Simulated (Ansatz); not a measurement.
# Rb: the cost of one run

Computed with Ansatz 0.2.0 (DFT PBEsol, scalar-relativistic, unless a step's input says otherwise).

### Step 1. The starting structure

Symmetry: Im-3m, No. 229, cubic system. The conventional cell has a = 5.612 Å, b = 5.612 Å, c = 5.612 Å, α = 90.00°, β = 90.00°, γ = 90.00°.

As a file:

```
Rb
1.0
    -2.80600    2.80600    2.80600
     2.80600   -2.80600    2.80600
     2.80600    2.80600   -2.80600
Rb
1
Direct
  0.00000 0.00000 0.00000
```

### Step 2. The deformed structure

Space group Im-3m before, I4/mmm after.

### Step 3. LAPW, all electrons

Contents of input.yaml:

```yaml
crystal:
  lattice:
    - [-2.83406, 2.83406, 2.806]
    - [2.83406, -2.83406, 2.806]
    - [2.83406, 2.83406, -2.806]
  atoms:
    - { symbol: Rb, position: [0.0, 0.0, 0.0] }
kpoints:
  mp_grid: { grid: [8, 8, 8] }
  band_path:
    path:
      - [0.0, 0.0, 0.0]
      - [0.0, 0.0, 0.5]
      - [-0.5, 0.5, 0.5]
      - [0.0, 0.0, 0.0]
      - [0.4950740124, 0.4950740124, -0.4950740124]
      - [-0.4950740124, 0.5049259876, 0.4950740124]
      - [-0.5, 0.5, 0.5]
      - [0.0, 0.0, 0.5]
      - [0.25, 0.25, 0.25]
    npoints: 5
scf:
  occupations: { method: fermi_dirac, width: 0.05 }
hamiltonian:
  xc: pbesol
  pseudopotentials: { kind: all_electron, lapw: { basis_error: 0.001 } }
output:
  forces: true
  stress: true
  eigenvalues: true
```

Launch:

```
ansatz run input.yaml --threads 1 --pin off --max-ram 3072MiB --backend cpu --events-out ev --progress --plain --runs-dir out
```

**Question.** How long does this run take on 1 thread of Intel Xeon Platinum 8488C (Sapphire Rapids), shared host, and how much memory does it need?

About 2.2 s, with a peak of 0.23 GiB.
